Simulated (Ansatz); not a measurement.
**Be2Co: from a guess to a relaxed structure**

Aim: relax a trial structure of Be2Co and see where it ends, then test the end with a random kick.

Program: Ansatz 0.2.0. Level of theory: DFT PBE, scalar-relativistic, plane waves, PAW. These are calculated values, not measurements.

### Step 1. The structure to begin with

The structure is hexagonal, space group P6/mmm (No. 191). Conventional cell: a = 2.803 Å, b = 2.803 Å, c = 3.218 Å, α = 90.00°, β = 90.00°, γ = 120.00°. Be (site symmetry -6m2) is surrounded by 3 Be at 1.62 Å. Co (site symmetry 6/mmm) has 12 Be at 2.28 Å as nearest neighbours.

Coordinates:

```cif
data_structure
_symmetry_space_group_name_H-M 'P 1'
_symmetry_Int_Tables_number 1
_cell_length_a 2.8028
_cell_length_b 2.8028
_cell_length_c 3.2177
_cell_angle_alpha 90.000
_cell_angle_beta 90.000
_cell_angle_gamma 120.000
_cell_volume 21.89
loop_
_atom_site_label
_atom_site_type_symbol
_atom_site_fract_x
_atom_site_fract_y
_atom_site_fract_z
_atom_site_occupancy
Be1 Be 0.33333 0.66667 0.50000 1
Be2 Be 0.66667 0.33333 0.50000 1
Co1 Co 0.00000 0.00000 0.00000 1
```

A structure generator made this guess: species swapped into a database cell of YbB2 (P6/mmm, No. 191), with Co on the Yb sites and Be on the B sites. Its size is a rough estimate.

### Step 2. A first look at the guess

Contents of input.yaml:

```yaml
crystal:
  lattice:
    - [2.8027795, 0.0, 0.0]
    - [-1.40138975, 2.42727824, 0.0]
    - [0.0, 0.0, 3.21772496]
  atoms:
    - { symbol: Be, position: [0.33333333, 0.66666667, 0.5] }
    - { symbol: Be, position: [0.66666667, 0.33333333, 0.5] }
    - { symbol: Co, position: [0.0, 0.0, 0.0], spin: 3.0 }
basis:
  ecutwfc: 420
kpoints:
  mp_grid: { grid: [6, 6, 6] }
hamiltonian:
  xc: pbe
scf:
  occupations: { method: gaussian, width: 0.1 }
  lower_state_search: "off"
output:
  forces: true
  stress: true
  eigenvalues: true
  populations: true
magnetization:
  spin_polarized: true
```

The run is started by

```
$ ansatz run input.yaml --threads 1 --pin off --max-ram 2560MiB --backend cpu --events-out ev --progress --plain --runs-dir out
```

Further runs follow: rough relaxation on the coarse mesh; full relaxation; kick test: the unmoved cell on a coarse mesh; random kick, then relaxation.

Before running it: what results should come out? Wanted: conventional cell; volume; energy over the elements; gap on the mesh.

As calculated:

| quantity | value |
| --- | --- |
| symmetry at the end (tolerance 0.05 Å) | space group P6/mmm (No. 191) |
| conventional cell | a = 3.501 Å, b = 3.501 Å, c = 2.391 Å, α = 90.00°, β = 90.00°, γ = 120.00° |
| volume | 8.46 Å³/atom |
| energy over the elements | -0.26 eV/atom |
| gap on the mesh | none (metal) |

What this shows: The space group P6/mmm (No. 191) is kept, and the volume per atom grows by 15.9 % from the first guess. It lies below the elements, which doesn't yet make it stable: competing phases were not computed in this session. The kicked cell came back to the same energy, so the end is stable against the distortions that fit this cell and this draw; modes that don't fit the cell aren't tested. Some metallic runs here have no spin polarisation while others do, so their energies compare only roughly. Other magnetic orders were not searched.
